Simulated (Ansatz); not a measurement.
**C₂H₆GeSi: a ladder of functionals and wavefunction methods**

The task here is to estimate one member of a computed series from the others.

The runs use Ansatz 0.2.0, Gaussian basis; functionals in def2-TZVPP, the program's frozen cores in correlated methods.

Plan: LDA (SPW92), PBE-D4, revPBE-D4, BLYP-D4, r2SCAN-D4, B97M-V, PBE0-D4, B3LYP-D4, r2SCANh-D4, r2SCAN0-D4, HSE06-D4, BHLYP-D4, CAM-B3LYP-D4, LC-ωPBE, ωB97X-V, ωB97M-V, B2PLYP, PBE-QIDH; CCSD(T)/def2-SVP; CCSD(T)/def2-TZVPP; MP2/def2-QZVPP; extrapolation to the limit; RPA on PBE.

**The geometry**

All runs share one geometry, relaxed beforehand with PBE0-D4 in a triple-zeta def2 set.

10 atoms, charge 0, spin multiplicity 1.

Atoms are counted from 1 here; the program's logs count them from 0.

Bond lengths: C1–C2 1.345 Å, C1–Si4 1.877 Å, C1–H5 1.089 Å, C2–Ge3 1.968 Å, C2–H6 1.089 Å, Ge3–Si4 2.380 Å, Ge3–H7 1.540 Å, Ge3–H8 1.540 Å, Si4–H9 1.489 Å, Si4–H10 1.489 Å. Angles: C2–C1–Si4 105.9°, C2–C1–H5 123.0°, Si4–C1–H5 131.1°, C1–C2–Ge3 105.3°, C1–C2–H6 123.8°, Ge3–C2–H6 131.0°, C2–Ge3–Si4 72.5°, C2–Ge3–H7 114.8°, C2–Ge3–H8 114.8°, Si4–Ge3–H7 121.0°, Si4–Ge3–H8 120.9°, H7–Ge3–H8 108.5°, C1–Si4–Ge3 76.3°, C1–Si4–H9 115.5°, C1–Si4–H10 115.4°, Ge3–Si4–H9 119.6°, Ge3–Si4–H10 119.6°, H9–Si4–H10 107.7°.

The first run:

Input file in.yaml:

```yaml
crystal:
  periodic: [false, false, false]
  atoms:
    - {symbol: C, position_ang: [-0.848440, 0.854486, -0.471194]}
    - {symbol: C, position_ang: [-1.172930, -0.440662, -0.306367]}
    - {symbol: Ge, position_ang: [0.445849, -1.291368, 0.421505]}
    - {symbol: Si, position_ang: [0.933511, 1.015158, 0.095784]}
    - {symbol: H, position_ang: [-1.544598, 1.594587, -0.863067]}
    - {symbol: H, position_ang: [-2.150289, -0.855237, -0.548894]}
    - {symbol: H, position_ang: [1.072836, -2.368735, -0.482442]}
    - {symbol: H, position_ang: [0.288241, -1.874515, 1.837865]}
    - {symbol: H, position_ang: [1.152903, 1.895398, 1.277063]}
    - {symbol: H, position_ang: [1.905916, 1.419788, -0.957354]}
basis:
  gaussian: {orbitals: def2-TZVPP}
hamiltonian: {xc: lda}
output: {orbitals: {seedname: orbitals}}
```

Among the steps run: LDA; PBE-D4 (GGA); revPBE-D4 (GGA); BLYP-D4 (GGA); r2SCAN-D4 (meta-GGA); B97M-V (meta-GGA); PBE0-D4 (hybrid); B3LYP-D4 (hybrid); r2SCANh-D4 (hybrid); r2SCAN0-D4 (hybrid); HSE06-D4 (hybrid); BHLYP-D4 (hybrid); CAM-B3LYP-D4 (range-separated); LC-ωPBE (range-separated); ωB97X-V (range-separated); ωB97M-V (range-separated); B2PLYP (double hybrid); PBE-QIDH (double hybrid).

One table of the session follows, with a row left open; its other results are not shown here.

It belongs to the step «Frontier levels by functional». 

```
  functional  HOMO (eV)  gap (eV)
 LDA (SPW92)      -6.65      4.80
      PBE-D4      -6.54      4.89
   revPBE-D4      -6.49      4.93
     BLYP-D4      -6.39      4.92
   r2SCAN-D4      -6.78      5.34
      B97M-V      -6.86      5.43
     PBE0-D4      -7.60      6.98
    B3LYP-D4      -7.40      6.59
  r2SCANh-D4      -7.17      6.10
  r2SCAN0-D4          ?         ?
    HSE06-D4      -7.21      6.20
    BHLYP-D4      -8.55      9.09
CAM-B3LYP-D4      -8.85      9.43
     LC-ωPBE     -10.14     11.86
     ωB97X-V      -9.82     11.46
     ωB97M-V      -9.63     11.13
```

Estimate the missing values for r2SCAN0-D4.

Worked estimate for «HOMO (eV)». Against the share of exact exchange, r2SCAN-D4 (0, -6.78), r2SCANh-D4 (0.1, -7.17) give a slope of -3.90 per unit share; at 0.25 the line stands at -7.75.

The run gave: HOMO (eV): -7.76; gap (eV): 7.24. In «HOMO (eV)» the line misses by +0.01.
